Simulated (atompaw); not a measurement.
# Cu: the cost of one run

Program: atompaw 4.2.0.5. Reference atom: PBE, scalar-relativistic, spherical and spin-unpolarised. All values are calculated.

### Step 1. The design

Typed settings, in words:

```json
{
  "element": "copper (Cu, Z = 29)",
  "type": "PAW",
  "frozen core": "[Ne]",
  "valence charge": "19",
  "reference configuration": "3s2 3p6 3d10 4s1 4p0",
  "partial waves": "3s (bound): rc 0.80 bohr; 4s (bound): rc 1.32 bohr; 3p (bound): rc 0.92 bohr; 4p (bound, empty): rc 1.32 bohr; 3d (bound): rc 1.32 bohr; 3d channel at 1.7 Ry: rc 1.32 bohr",
  "local potential": "bessel scheme, radius 1.20 bohr",
  "core correction": "smooth core density matched at 0.80 bohr",
  "augmentation charge": "besselshape compensation charge, radius 1.08 bohr; PAW radius 1.32 bohr; waves and projectors: custom rrkj gramschmidtortho"
}
```

The nodes and maxima of the atom's own shells, from an earlier all-electron run, set the scale for the radii.

All-electron outer shells of the reference configuration (PBE, scalar-relativistic, ld1.x):

| shell | level (eV) | outermost node (bohr) | outermost maximum (bohr) |
| --- | --- | --- | --- |
| 2s | -1062.47 | 0.07 | 0.20 |
| 2p | -916.98 | – | 0.16 |
| 3s | -114.70 | 0.29 | 0.61 |
| 3p | -72.14 | 0.26 | 0.62 |
| 3d | -5.04 | – | 0.60 |
| 4s | -4.61 | 0.89 | 2.27 |
| 4p | -0.70 | 0.97 | 3.65 |

### Step 2. Generation

Input file Cu.input:

```
Cu 29
GGA-PBE scalarrelativistic loggrid 1500 logderivrange -10 5 376
4 4 3 0 0 0
4 0 1
4 1 0
0 0 0
c
c
v
v
c
v
v
v
2
1.32 1.08 1.20 0.80
n
n
y
1.7
n
custom rrkj gramschmidtortho besselshape
bessel
0.80
1.32
0.92
1.32
1.32
1.32
PWSCFOUT
UPFDX 0.0125d0 UPFXMIN -7.d0 UPFZMESH 29.d0
END
```

The run is started by

```bash
$ atompaw < Cu.input > Cu.log
```

**Question.** How long does this run take on 1 thread of Intel Xeon Platinum 8259CL at 2.50GHz, shared host?

About 14 s.
